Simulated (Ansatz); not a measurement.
# FGeH5Si: how energies converge with the basis set

One table from this session's results is given with a row withheld; the runs are named, their logs left out.

Computed with Ansatz 0.2.0, Gaussian basis. Level: one geometry, several basis sets.

Levels to be run: PBE0-D4/def2-SVP; ωB97M-V/def2-SVP; PBE0-D4/def2-QZVPP; ωB97M-V/def2-QZVPP; the functionals' def2-TZVPP values are taken from earlier runs.

## Structure used throughout

The geometry comes from an earlier relaxation with PBE0-D4 in a triple-zeta def2 set; it is a stationary point, not always the lowest conformer.

SMILES `[F][GeH2][SiH3]`, 8 atoms, charge 0, spin multiplicity 1.

Atoms are counted from 1 here; the program's logs count them from 0.

Bond lengths: F1–Ge2 1.751 Å, Ge2–Si3 2.385 Å, Ge2–H4 1.539 Å, Ge2–H5 1.539 Å, Si3–H6 1.484 Å, Si3–H7 1.487 Å, Si3–H8 1.484 Å. Angles: F1–Ge2–Si3 106.5°, F1–Ge2–H4 105.4°, F1–Ge2–H5 105.4°, Si3–Ge2–H4 114.2°, Si3–Ge2–H5 114.3°, H4–Ge2–H5 110.1°, Ge2–Si3–H6 109.6°, Ge2–Si3–H7 108.6°, Ge2–Si3–H8 109.6°, H6–Si3–H7 109.5°, H6–Si3–H8 110.0°, H7–Si3–H8 109.5°.

The first run:

in.yaml reads:

```yaml
crystal:
  periodic: [false, false, false]
  atoms:
    - {symbol: F, position_ang: [-2.004373, 1.117371, -0.231059]}
    - {symbol: Ge, position_ang: [-0.457342, 0.603470, -0.870639]}
    - {symbol: Si, position_ang: [0.596014, -0.672235, 0.846599]}
    - {symbol: H, position_ang: [-0.786703, -0.198712, -2.142386]}
    - {symbol: H, position_ang: [0.284002, 1.901037, -1.239474]}
    - {symbol: H, position_ang: [0.791964, 0.176125, 2.048854]}
    - {symbol: H, position_ang: [1.916964, -1.138618, 0.347730]}
    - {symbol: H, position_ang: [-0.248228, -1.845437, 1.184776]}
basis:
  gaussian: {orbitals: def2-SVP}
hamiltonian: {xc: pbe0, dispersion: d4}
output: {orbitals: {seedname: orbitals}}
```

Command:

```
$ ansatz run in.yaml --threads 2 --pin off --events-out ev --progress --plain --max-ram 32768MiB --backend cpu
```

Steps of the session up to this table: PBE0-D4 in def2-SVP; ωB97M-V in def2-SVP; PBE0-D4 in def2-QZVPP; ωB97M-V in def2-QZVPP.

One table of the session follows, with a row left open; its other results are not shown here.

It belongs to the step «Density functionals: the series». 

| functional | basis | HOMO (eV) |
| --- | --- | --- |
| PBE0-D4 | def2-SVP | ? |
| PBE0-D4 | def2-TZVPP | -8.45 |
| PBE0-D4 | def2-QZVPP | -8.47 |
| ωB97M-V | def2-SVP | -10.44 |
| ωB97M-V | def2-TZVPP | -10.51 |
| ωB97M-V | def2-QZVPP | -10.53 |

Estimate the missing values for PBE0-D4, def2-SVP.

The run gave: HOMO (eV): -8.41. In the column «HOMO (eV)» it is the highest.
